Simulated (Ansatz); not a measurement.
# MgHgBr3: the cost of one run

Method: DFT PBE, scalar-relativistic, plane waves, PAW, in Ansatz 0.2.0.

3 further runs of the same task are left out: 2 that didn't finish, 1 set aside as unsound or not needed.

### 1 Starting point

Symmetry: R-3m, No. 166, trigonal system. The conventional cell has a = 5.600 Å, b = 5.600 Å, c = 16.279 Å, α = 90.00°, β = 90.00°, γ = 120.00°. Mg (site symmetry -3m) is surrounded by 6 Br at 3.16 Å. Hg (site symmetry -3m) is surrounded by 6 Br at 2.80 Å. Br (site symmetry 2/m) is surrounded by 4 Br at 2.80 Å and 2 Hg at 2.80 Å and 2 Mg at 3.16 Å.

Coordinates:

```cif
data_structure
_symmetry_space_group_name_H-M 'R-3m:H'
_symmetry_Int_Tables_number 166
_cell_length_a 5.6002
_cell_length_b 5.6002
_cell_length_c 16.2791
_cell_angle_alpha 90.000
_cell_angle_beta 90.000
_cell_angle_gamma 120.000
_cell_volume 442.15
loop_
_atom_site_label
_atom_site_type_symbol
_atom_site_symmetry_multiplicity
_atom_site_Wyckoff_symbol
_atom_site_fract_x
_atom_site_fract_y
_atom_site_fract_z
_atom_site_occupancy
Mg1 Mg 3 b 0.33333 0.66667 0.16667 1
Hg1 Hg 3 a 0.00000 0.00000 0.00000 1
Br1 Br 9 e 0.50000 0.00000 0.00000 1
```

A structure generator made this guess: random cell by space group and Wyckoff sites (R-3m, No. 166). The dimensions are guesses.

### 2 The guess as it stands, on a coarse mesh

File input.yaml:

```yaml
crystal:
  lattice:
    - [2.80010164, 1.61663943, 5.42635663]
    - [-2.80010164, 1.61663943, 5.42635663]
    - [0.0, -3.23327887, 5.42635663]
  atoms:
    - { symbol: Mg, position: [0.5, 0.5, 0.5] }
    - { symbol: Hg, position: [0.0, 0.0, 0.0] }
    - { symbol: Br, position: [0.5, 0.5, 0.0] }
    - { symbol: Br, position: [0.0, 0.5, 0.5] }
    - { symbol: Br, position: [0.5, 0.0, 0.5] }
basis:
  ecutwfc: 420
kpoints:
  mp_grid: { grid: [6, 6, 6] }
hamiltonian:
  xc: pbe
scf:
  occupations: { method: gaussian, width: 0.1 }
  lower_state_search: "off"
output:
  forces: true
  stress: true
  eigenvalues: true
```

The run is started by

```console
$ ansatz run input.yaml --threads 1 --pin off --max-ram 2560MiB --backend cpu --events-out ev --progress --plain --runs-dir out
```

**Question.** How long does this run take on 1 thread of Arm Neoverse V2, shared host, and how much memory does it need?

About 5.7 s, with a peak of 0.45 GiB.
